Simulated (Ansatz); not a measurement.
**BeBr− (singlet): the correlation ladder at distance Br1–Be2 = 3.034 Å, aug-cc-pVDZ**

An exercise on one series of results from a longer session: the logs are not shown, and one member is left open.

The runs use Ansatz 0.2.0, Gaussian basis; aug-cc-pVDZ, core rule «outside noble gas», up to 15 orbitals frozen.

Plan: UHF; CCSD(T) on RHF; CCSD(T) on UHF; BCCD(T) on RHF; CISD; CCSDT(Q) on RHF; CCSDT(Q) on UHF; CASSCF and MRCISD+Q, 2 electrons in 2 orbitals; CASSCF and NEVPT2, 2 electrons in 2 orbitals; CASSCF and MRCISD+Q, 10 electrons in 8 orbitals; CASSCF and NEVPT2, 10 electrons in 8 orbitals.

34 further runs of the same task are left out: 10 for a known fault of the program, 17 that didn't finish, 7 set aside as unsound or not needed.

## What is computed

The geometry derives from a PBE0/def2-TZVPD stationary point (not a proven minimum). One bond is set to the value named and the two fragments are kept rigid. No spin-orbit coupling is included. The filled d shell of Br may be among the frozen orbitals whatever the setting's name suggests; the logs give the count.

2 atoms, charge -1, spin multiplicity 1.

Atoms are counted from 1 here; the program's logs count them from 0.

No contacts short enough for the rule that draws bonds.

Coordinates:

```xyz
2

Br    0.00000    0.00000    0.00000
Be    0.00000    0.00000    3.03400
```

Set-up of the first run:

Input file in.yaml:

```yaml
crystal:
  periodic: [false, false, false]
  atoms:
    - {symbol: Br, position_ang: [0.000000, 0.000000, 0.000000]}
    - {symbol: Be, position_ang: [0.000000, 0.000000, 3.034000]}
basis:
  gaussian: {orbitals: aug-cc-pVDZ}
total_charge: -1
magnetization: {spin_polarized: true, initial_magnetization: 0}
hamiltonian: {xc: hf}
output: {orbitals: {seedname: orbitals}}
```

Command:

```
> ansatz run in.yaml --threads 1 --pin off --events-out ev --progress --plain --max-ram 2393MiB
```

Among the steps run: UHF; CCSD(T) on RHF; CCSD(T) on UHF; BCCD(T) on RHF; CISD; CCSDT(Q) on RHF; CCSDT(Q) on UHF; CASSCF and MRCISD+Q, 2 electrons in 2 orbitals; CASSCF and NEVPT2, 2 electrons in 2 orbitals; CASSCF and MRCISD+Q, 10 electrons in 8 orbitals; CASSCF and NEVPT2, 10 electrons in 8 orbitals.

One of the session's tables, all rows but one given; the rest of the session is left out.

| method | from RCCSDT(Q) (kcal/mol) |
| --- | --- |
| RHF | +121.80 |
| UHF | +121.09 |
| RMP2 | +20.30 |
| CISD | +14.48 |
| RCCSD | +3.67 |
| RCCSD(T) | +0.62 |
| BCCD(T) | +0.62 |
| RCCSDT | +0.25 |
| RCCSDT(Q) | 0 |
| CASSCF pair | ? |
| NEVPT2 pair | +19.01 |
| CASSCF valence | +97.05 |
| NEVPT2 valence | +25.16 |
| MRCISD valence | +7.67 |
| MRCISD+Q valence | +0.91 |

**Question.** Estimate the row for CASSCF pair.

The run gave: from RCCSDT(Q) (kcal/mol): +110.51. In the column «from RCCSDT(Q) (kcal/mol)» it lies between CASSCF valence (+97.05) and UHF (+121.09).

Not comparable, so not listed: CCSD(T) on UHF; CASSCF and MRCISD+Q, 2 electrons in 2 orbitals (they don't share determinant, frozen orbitals or solution with the rows shown, or repeat one).

Limits of these values: Warnings: restricted reference is unstable; spin contamination. Warnings in the runs' records: passed over end.
